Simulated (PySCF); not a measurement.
# A gas-phase reaction: Cl3Sb + H3N → Cl2H2NSb + ClH

Wanted: the reaction energy for `[Cl][Sb]([Cl])[Cl]` + `N` → `[NH2][Sb]([Cl])[Cl]` + `Cl`.

Programs: PySCF 2.14.0. All values are calculated, for the isolated system unless a continuum is named. Atoms count from 0, parts from 1.

## 1. Starting point

Each species was relaxed by itself at PBE0-D3(BJ)/def2-SVPD.

## 2. Reaction energy: wB97M-D3(BJ)/def2-TZVPD

What the job is given:

```
{"job": {"kind": "react", "xc": "wB97M-D3(BJ)", "basis": "def2-TZVPD"}, "charge": 0, "multiplicity": 1}
-1 Cl3Sb charge 0 multiplicity 1
Cl    -1.439250     1.498970    -0.070290
Sb     0.210620     0.070120     0.862690
Cl     1.877170     0.407480    -0.791800
Cl    -0.635880    -1.979120     0.017370

-1 H3N charge 0 multiplicity 1
N      0.001140     0.003560     0.284510
H     -0.497790    -0.799670    -0.086650
H     -0.439310     0.833460    -0.101670
H      0.945820    -0.033690    -0.087080

+1 Cl2H2NSb charge 0 multiplicity 1
N      0.536810    -0.701020     0.736900
Sb    -1.040170     0.505520     0.371970
Cl    -1.643300    -0.728930    -1.571360
Cl     0.034320     2.319660    -0.793210
H      1.168620    -0.398910     1.472810
H      1.064180    -0.998400    -0.079720

+1 ClH charge 0 multiplicity 1
Cl     0.644620     0.000940    -0.009820
H     -0.643390     0.001010     0.013360
```

Level: wB97M-D3(BJ)/def2-TZVPD reaction energy of separated species, gas phase.

Command:

```console
$ OMP_NUM_THREADS=1 python cluster_run.py task.json out
```

This one command runs all jobs of the session in turn.

Output:

```text
species 1 (Cl3Sb)
coarse grid: 26976 points
cycle   1  E = -1620.1439893624  dE = -3.743e+01  |g| = 2.475e+00  |ddm| = 1.554e+01
cycle   2  E = -1620.4410736019  dE = -2.971e-01  |g| = 2.204e+00  |ddm| = 5.556e+00
cycle   3  E = -1621.2163304981  dE = -7.753e-01  |g| = 1.255e-01  |ddm| = 2.076e+00
cycle   4  E = -1621.2188710033  dE = -2.541e-03  |g| = 6.571e-02  |ddm| = 1.928e-01
cycle   5  E = -1621.2196916609  dE = -8.207e-04  |g| = 8.343e-03  |ddm| = 6.059e-02
cycle   6  E = -1621.2197376507  dE = -4.599e-05  |g| = 2.948e-03  |ddm| = 2.150e-02
cycle   7  E = -1621.2197413901  dE = -3.739e-06  |g| = 5.640e-04  |ddm| = 6.478e-03
final grid: 49288 points
cycle   8  E = -1621.2198101052  dE = -3.639e-07  |g| = 3.799e-04  |ddm| = 3.617e-03
cycle   9  E = -1621.2198101417  dE = -3.644e-08  |g| = 2.674e-04  |ddm| = 6.743e-04
cycle  10  E = -1621.2198101578  dE = -1.618e-08  |g| = 4.980e-05  |ddm| = 2.939e-04
cycle  11  E = -1621.2198101602  dE = -2.373e-09  |g| = 2.508e-05  |ddm| = 1.573e-04
cycle  12  E = -1621.2198101605  dE = -3.304e-10  |g| = 6.000e-06  |ddm| = 5.261e-05
converged SCF energy = -1621.2198101605

species 2 (H3N)
coarse grid: 12536 points
cycle   1  E = -56.5694043968  dE = -1.294e-01  |g| = 3.024e-01  |ddm| = 1.089e+00
cycle   2  E = -56.5779587842  dE = -8.554e-03  |g| = 2.716e-01  |ddm| = 2.677e-01
cycle   3  E = -56.5918813997  dE = -1.392e-02  |g| = 2.125e-02  |ddm| = 1.115e-01
cycle   4  E = -56.5919870340  dE = -1.056e-04  |g| = 5.195e-03  |ddm| = 1.730e-02
cycle   5  E = -56.5919981749  dE = -1.114e-05  |g| = 7.324e-04  |ddm| = 8.724e-03
cycle   6  E = -56.5919985902  dE = -4.153e-07  |g| = 1.111e-04  |ddm| = 3.177e-03
final grid: 27112 points
cycle   7  E = -56.5919832758  dE = -1.509e-08  |g| = 6.562e-05  |ddm| = 6.107e-04
cycle   8  E = -56.5919832777  dE = -1.897e-09  |g| = 5.402e-05  |ddm| = 1.925e-04
cycle   9  E = -56.5919832784  dE = -6.831e-10  |g| = 1.175e-05  |ddm| = 4.355e-05
converged SCF energy = -56.5919832784

species 3 (Cl2H2NSb)
coarse grid: 30728 points
cycle   1  E = -1215.7634857736  dE = -3.743e+01  |g| = 2.540e+00  |ddm| = 1.577e+01
cycle   2  E = -1216.1606991277  dE = -3.972e-01  |g| = 2.226e+00  |ddm| = 6.013e+00
cycle   3  E = -1216.9141120092  dE = -7.534e-01  |g| = 1.303e-01  |ddm| = 2.294e+00
cycle   4  E = -1216.9170043263  dE = -2.892e-03  |g| = 8.786e-02  |ddm| = 2.246e-01
cycle   5  E = -1216.9184156197  dE = -1.411e-03  |g| = 2.339e-02  |ddm| = 8.004e-02
cycle   6  E = -1216.9185737501  dE = -1.581e-04  |g| = 8.150e-03  |ddm| = 2.930e-02
cycle   7  E = -1216.9186050439  dE = -3.129e-05  |g| = 2.018e-03  |ddm| = 1.798e-02
cycle   8  E = -1216.9186086646  dE = -3.621e-06  |g| = 5.623e-04  |ddm| = 6.971e-03
final grid: 59272 points
cycle   9  E = -1216.9185154622  dE = -4.543e-07  |g| = 3.762e-04  |ddm| = 4.218e-03
cycle  10  E = -1216.9185155345  dE = -7.229e-08  |g| = 3.002e-04  |ddm| = 8.933e-04
cycle  11  E = -1216.9185155596  dE = -2.509e-08  |g| = 9.138e-05  |ddm| = 2.842e-04
cycle  12  E = -1216.9185155693  dE = -9.672e-09  |g| = 5.548e-05  |ddm| = 2.675e-04
cycle  13  E = -1216.9185155709  dE = -1.640e-09  |g| = 1.155e-05  |ddm| = 1.182e-04
cycle  14  E = -1216.9185155710  dE = -7.299e-11  |g| = 3.961e-06  |ddm| = 2.629e-05
converged SCF energy = -1216.9185155710

species 4 (ClH)
coarse grid: 8792 points
cycle   1  E = -460.8503332243  dE = -8.165e-02  |g| = 2.169e-01  |ddm| = 7.239e-01
cycle   2  E = -460.8625127683  dE = -1.218e-02  |g| = 1.397e-01  |ddm| = 2.651e-01
cycle   3  E = -460.8670521887  dE = -4.539e-03  |g| = 1.358e-02  |ddm| = 9.818e-02
cycle   4  E = -460.8670932721  dE = -4.108e-05  |g| = 3.364e-03  |ddm| = 9.545e-03
cycle   5  E = -460.8670995206  dE = -6.249e-06  |g| = 8.516e-04  |ddm| = 3.915e-03
final grid: 17120 points
cycle   6  E = -460.8670681950  dE = -3.715e-07  |g| = 3.675e-04  |ddm| = 8.888e-04
cycle   7  E = -460.8670682412  dE = -4.626e-08  |g| = 1.618e-04  |ddm| = 3.980e-04
cycle   8  E = -460.8670682478  dE = -6.570e-09  |g| = 4.220e-05  |ddm| = 1.295e-04
cycle   9  E = -460.8670682491  dE = -1.315e-09  |g| = 3.968e-06  |ddm| = 6.530e-05
cycle  10  E = -460.8670682491  dE = -5.230e-12  |g| = 8.163e-07  |ddm| = 3.310e-06
converged SCF energy = -460.8670682491

Reaction energy = 16.056 kcal/mol
```

It took 55 s on 1 thread of Arm Neoverse N1, shared host; peak memory 0.73 GiB.

Species by species (with the dispersion term, which the log's SCF energies lack):

| ν | species | energy (Eh) | HOMO (eV) |
| --- | --- | --- | --- |
| -1 | [Cl][Sb]([Cl])[Cl] | -1621.22540 | -10.80 |
| -1 | N | -56.59357 | -10.26 |
| +1 | [NH2][Sb]([Cl])[Cl] | -1216.92578 | -10.46 |
| +1 | Cl | -460.86761 | -11.93 |

## 3. Reaction energy: PBE0-D3(BJ)/def2-TZVPD

The job, as its differences from that of step 2:

```diff
@@ -1,2 +1,2 @@
-{"job": {"kind": "react", "xc": "wB97M-D3(BJ)", "basis": "def2-TZVPD"}, "charge": 0, "multiplicity": 1}
+{"job": {"kind": "react", "xc": "PBE0", "basis": "def2-TZVPD", "disp": "d3bj"}, "charge": 0, "multiplicity": 1}
 -1 Cl3Sb charge 0 multiplicity 1
```

With the program's defaults for keys left out, this is: PBE0-D3(BJ)/def2-TZVPD reaction energy of separated species, gas phase.

Output:

```text
species 1 (Cl3Sb)
coarse grid: 26976 points
cycle   1  E = -1618.6045490812  dE = -3.634e+01  |g| = 3.150e+00  |ddm| = 1.569e+01
cycle   2  E = -1615.8138440319  dE =  2.791e+00  |g| = 4.382e+00  |ddm| = 1.992e+01
cycle   3  E = -1620.5433658901  dE = -4.730e+00  |g| = 3.699e-01  |ddm| = 1.882e+01
cycle   4  E = -1620.5533423049  dE = -9.976e-03  |g| = 3.105e-01  |ddm| = 5.523e-01
cycle   5  E = -1620.5797410071  dE = -2.640e-02  |g| = 3.318e-02  |ddm| = 2.491e-01
cycle   6  E = -1620.5799601944  dE = -2.192e-04  |g| = 1.018e-02  |ddm| = 3.868e-02
cycle   7  E = -1620.5799811742  dE = -2.098e-05  |g| = 2.827e-03  |ddm| = 1.174e-02
cycle   8  E = -1620.5799824978  dE = -1.324e-06  |g| = 6.907e-04  |ddm| = 2.427e-03
final grid: 49288 points
cycle   9  E = -1620.5800587384  dE = -1.783e-07  |g| = 7.365e-04  |ddm| = 2.178e-03
cycle  10  E = -1620.5800587049  dE =  3.353e-08  |g| = 8.370e-04  |ddm| = 1.202e-03
cycle  11  E = -1620.5800588469  dE = -1.420e-07  |g| = 4.501e-05  |ddm| = 6.534e-04
cycle  12  E = -1620.5800588473  dE = -3.874e-10  |g| = 1.772e-05  |ddm| = 6.273e-05
converged SCF energy = -1620.5800588473

species 2 (H3N)
coarse grid: 2928 points
cycle   1  E = -56.4891504141  dE = -9.640e-02  |g| = 3.706e-01  |ddm| = 1.102e+00
cycle   2  E = -56.4627251902  dE =  2.643e-02  |g| = 5.179e-01  |ddm| = 4.447e-01
cycle   3  E = -56.5198218411  dE = -5.710e-02  |g| = 1.578e-02  |ddm| = 2.493e-01
cycle   4  E = -56.5198705095  dE = -4.867e-05  |g| = 3.352e-03  |ddm| = 8.677e-03
cycle   5  E = -56.5198726793  dE = -2.170e-06  |g| = 3.228e-04  |ddm| = 2.233e-03
final grid: 27112 points
cycle   6  E = -56.5150238173  dE = -1.189e-05  |g| = 5.546e-03  |ddm| = 1.624e-02
cycle   7  E = -56.5150184669  dE =  5.350e-06  |g| = 7.594e-03  |ddm| = 6.150e-03
cycle   8  E = -56.5150299539  dE = -1.149e-05  |g| = 1.257e-04  |ddm| = 3.413e-03
cycle   9  E = -56.5150299574  dE = -3.514e-09  |g| = 3.249e-05  |ddm| = 1.078e-04
cycle  10  E = -56.5150299576  dE = -2.715e-10  |g| = 3.592e-06  |ddm| = 2.297e-05
converged SCF energy = -56.5150299576

species 3 (Cl2H2NSb)
coarse grid: 30728 points
cycle   1  E = -1214.5079570607  dE = -3.652e+01  |g| = 3.110e+00  |ddm| = 1.590e+01
cycle   2  E = -1212.1491926501  dE =  2.359e+00  |g| = 4.197e+00  |ddm| = 1.901e+01
cycle   3  E = -1216.3563191017  dE = -4.207e+00  |g| = 4.036e-01  |ddm| = 1.776e+01
cycle   4  E = -1216.3733369520  dE = -1.702e-02  |g| = 3.252e-01  |ddm| = 6.392e-01
cycle   5  E = -1216.4005640298  dE = -2.723e-02  |g| = 4.658e-02  |ddm| = 2.817e-01
cycle   6  E = -1216.4009598021  dE = -3.958e-04  |g| = 1.927e-02  |ddm| = 5.617e-02
cycle   7  E = -1216.4010273943  dE = -6.759e-05  |g| = 9.577e-03  |ddm| = 2.059e-02
cycle   8  E = -1216.4010459925  dE = -1.860e-05  |g| = 1.657e-03  |ddm| = 7.774e-03
cycle   9  E = -1216.4010465413  dE = -5.488e-07  |g| = 6.963e-04  |ddm| = 2.039e-03
final grid: 59272 points
cycle  10  E = -1216.4009929457  dE = -8.598e-08  |g| = 8.914e-04  |ddm| = 4.581e-03
cycle  11  E = -1216.4009927194  dE =  2.263e-07  |g| = 1.317e-03  |ddm| = 2.026e-03
cycle  12  E = -1216.4009931270  dE = -4.076e-07  |g| = 1.517e-04  |ddm| = 1.198e-03
cycle  13  E = -1216.4009931318  dE = -4.825e-09  |g| = 1.855e-05  |ddm| = 1.235e-04
cycle  14  E = -1216.4009931319  dE = -6.071e-11  |g| = 7.019e-06  |ddm| = 2.099e-05
converged SCF energy = -1216.4009931319

species 4 (ClH)
coarse grid: 2248 points
cycle   1  E = -460.6537835993  dE = -4.644e-02  |g| = 1.882e-01  |ddm| = 7.411e-01
cycle   2  E = -460.6558523396  dE = -2.069e-03  |g| = 1.902e-01  |ddm| = 3.151e-01
cycle   3  E = -460.6653811729  dE = -9.529e-03  |g| = 1.506e-02  |ddm| = 1.513e-01
cycle   4  E = -460.6654032301  dE = -2.206e-05  |g| = 2.693e-03  |ddm| = 7.323e-03
cycle   5  E = -460.6654047779  dE = -1.548e-06  |g| = 1.111e-03  |ddm| = 2.553e-03
final grid: 17120 points
cycle   6  E = -460.6658903102  dE = -4.429e-06  |g| = 2.164e-03  |ddm| = 7.334e-03
cycle   7  E = -460.6658903396  dE = -2.943e-08  |g| = 1.795e-03  |ddm| = 2.512e-03
cycle   8  E = -460.6658909576  dE = -6.179e-07  |g| = 1.533e-04  |ddm| = 1.363e-03
cycle   9  E = -460.6658909645  dE = -6.902e-09  |g| = 2.146e-05  |ddm| = 1.086e-04
cycle  10  E = -460.6658909646  dE = -1.025e-10  |g| = 4.934e-06  |ddm| = 1.680e-05
converged SCF energy = -460.6658909646

Reaction energy = 17.644 kcal/mol
```

Wall time 31 s (1 thread of Arm Neoverse N1, shared host); peak memory 0.62 GiB.

Reaction energy at this level: 17.64 kcal/mol.

## 4. Side by side

Energies in kcal/mol, with wall time:

| run | reaction | time |
| --- | --- | --- |
| wB97M-D3(BJ)/def2-TZVPD | 16.06 | 55 s |
| PBE0-D3(BJ)/def2-TZVPD | 17.64 | 31 s |

## 5. What came out

| quantity | value |
| --- | --- |
| reaction energy (wB97M-D3(BJ)/def2-TZVPD) | 16.06 kcal/mol |
| ΔH, ΔG at 298 K (xTB thermal terms) | +13.2, +12.9 kcal/mol |
| range of the reaction energy over the runs of this table | 16.06 to 17.64 kcal/mol |

In words: The reaction is endothermic by 13.2 kcal/mol in the gas phase; dispersion gives -0.39, and xTB itself gave 19.03 for the electronic energy (xTB energies and thermal terms come from the earlier relaxation of each species, not shown). No barrier was sought. The reaction energy runs from 16.06 (wB97M-D3(BJ)/def2-TZVPD) to 17.64 kcal/mol (PBE0-D3(BJ)/def2-TZVPD).
